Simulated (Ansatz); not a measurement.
# ZnO: the cost of one run

Method: DFT r2SCAN, scalar-relativistic, plane waves, PAW, in Ansatz 0.2.0.

1 further run of the same task is left out (it didn't finish).

## Step 1: The starting structure

It takes space group P6_3mc (No. 186, hexagonal). The conventional cell has a = 3.249 Å, b = 3.249 Å, c = 5.206 Å, α = 90.00°, β = 90.00°, γ = 120.00°. Around Zn (site symmetry 3m) lie 4 O at 1.97 to 1.98 Å. Around O (site symmetry 3m) lie 4 Zn at 1.97 to 1.98 Å.

As a file:

```cif
data_structure
_symmetry_space_group_name_H-M 'P6_3mc'
_symmetry_Int_Tables_number 186
_cell_length_a 3.2493
_cell_length_b 3.2493
_cell_length_c 5.2057
_cell_angle_alpha 90.000
_cell_angle_beta 90.000
_cell_angle_gamma 120.000
_cell_volume 47.60
loop_
_atom_site_label
_atom_site_type_symbol
_atom_site_symmetry_multiplicity
_atom_site_Wyckoff_symbol
_atom_site_fract_x
_atom_site_fract_y
_atom_site_fract_z
_atom_site_occupancy
Zn1 Zn 2 b 0.33333 0.66667 0.50000 1
O1 O 2 b 0.66667 0.33333 0.37901 1
```

The structure comes from the Crystallography Open Database.

(A quick probe on a coarse mesh, which set the mesh and smearing, is not shown.)

## Step 3: Full relaxation

Input file input.yaml:

```yaml
crystal:
  lattice:
    - [3.249308, 0.0, 0.0]
    - [-1.624654, 2.8139832727, 0.0]
    - [0.0, 0.0, 5.205709]
  atoms:
    - { symbol: Zn, position: [0.3333333333, 0.6666666667, 0.5] }
    - { symbol: Zn, position: [0.6666666667, 0.3333333333, 0.0] }
    - { symbol: O, position: [0.6666666667, 0.3333333333, 0.37901] }
    - { symbol: O, position: [0.3333333333, 0.6666666667, 0.87901] }
basis:
  ecutwfc: 500
kpoints:
  mp_grid: { grid: [12, 12, 6] }
hamiltonian:
  xc: r2scan
scf:
  occupations: { method: gaussian, width: 0.02 }
output:
  forces: true
  stress: true
  eigenvalues: true
relax:
  adjacent_minimum: "off"
  f_tol: 0.005
  max_steps: 80
  cell: { stress_tol: 0.05 }
```

Launch:

```
$ ansatz run input.yaml --threads 1 --pin off --max-ram 2560MiB --backend cpu --events-out ev --progress --plain --runs-dir out
```

**Question.** How long does this run take on 1 thread of Intel Xeon at 2.70GHz, shared host, and how much memory does it need?

About 92 s, with a peak of 0.54 GiB.
